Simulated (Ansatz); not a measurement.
**BH4OSSi radical: how energies converge with the basis set**

One table from this session's results is given with a row withheld; the runs are named, their logs left out.

Method: one geometry, several basis sets; program: Ansatz 0.2.0, Gaussian basis.

Levels to be run: PBE0-D4/def2-SVP; ωB97M-V/def2-SVP; PBE0-D4/def2-QZVPP; ωB97M-V/def2-QZVPP; the functionals' def2-TZVPP values are taken from earlier runs.

### The relaxed structure

All runs share one geometry, relaxed beforehand with PBE0-D4 in a triple-zeta def2 set.

SMILES `[SiH3]O[B]S`, 8 atoms, charge 0, spin multiplicity 2.

Atoms are counted from 1 here; the program's logs count them from 0.

Bond lengths: Si1–O2 1.664 Å, Si1–H5 1.479 Å, Si1–H6 1.482 Å, Si1–H7 1.482 Å, O2–B3 1.334 Å, B3–S4 1.796 Å, S4–H8 1.341 Å. Angles: O2–Si1–H5 106.1°, O2–Si1–H6 109.6°, O2–Si1–H7 109.5°, H5–Si1–H6 110.6°, H5–Si1–H7 110.6°, H6–Si1–H7 110.2°, Si1–O2–B3 130.9°, O2–B3–S4 123.3°, B3–S4–H8 95.3°.

Set-up of the first run:

The input, in.yaml:

```yaml
crystal:
  periodic: [false, false, false]
  atoms:
    - {symbol: Si, position_ang: [-0.896738, 1.222310, 0.197275]}
    - {symbol: O, position_ang: [0.326668, 0.229484, -0.338290]}
    - {symbol: B, position_ang: [0.609863, -1.041714, -0.050558]}
    - {symbol: S, position_ang: [2.000371, -1.927780, -0.762738]}
    - {symbol: H, position_ang: [-0.669340, 2.536829, -0.442230]}
    - {symbol: H, position_ang: [-0.830505, 1.341040, 1.673296]}
    - {symbol: H, position_ang: [-2.205833, 0.661686, -0.213929]}
    - {symbol: H, position_ang: [1.757615, -3.078956, -0.118625]}
basis:
  gaussian: {orbitals: def2-SVP}
magnetization: {spin_polarized: true, initial_magnetization: 1}
hamiltonian: {xc: pbe0, dispersion: d4}
output: {orbitals: {seedname: orbitals}}
```

Run with:

```sh
$ ansatz run in.yaml --threads 4 --pin off --events-out ev --progress --plain --max-ram 10444MiB
```

Steps of the session up to this table: PBE0-D4 in def2-SVP; ωB97M-V in def2-SVP; PBE0-D4 in def2-QZVPP; ωB97M-V in def2-QZVPP.

One table of the session follows, with a row left open; its other results are not shown here.

It belongs to the step «Density functionals: the series». 

```
functional       basis  HOMO (eV)  LUMO (eV)
   PBE0-D4    def2-SVP      -5.52      -1.23
   PBE0-D4  def2-TZVPP      -5.63      -1.47
   PBE0-D4  def2-QZVPP      -5.65      -1.51
   ωB97M-V    def2-SVP          ?          ?
   ωB97M-V  def2-TZVPP      -7.47      -0.04
   ωB97M-V  def2-QZVPP      -7.50      -0.11
```

**Question.** Estimate the row for ωB97M-V, def2-SVP.

As computed: HOMO (eV): -7.32; LUMO (eV): 0.40. In the column «HOMO (eV)» it lies between ωB97M-V, def2-TZVPP (-7.47) and PBE0-D4, def2-QZVPP (-5.65).
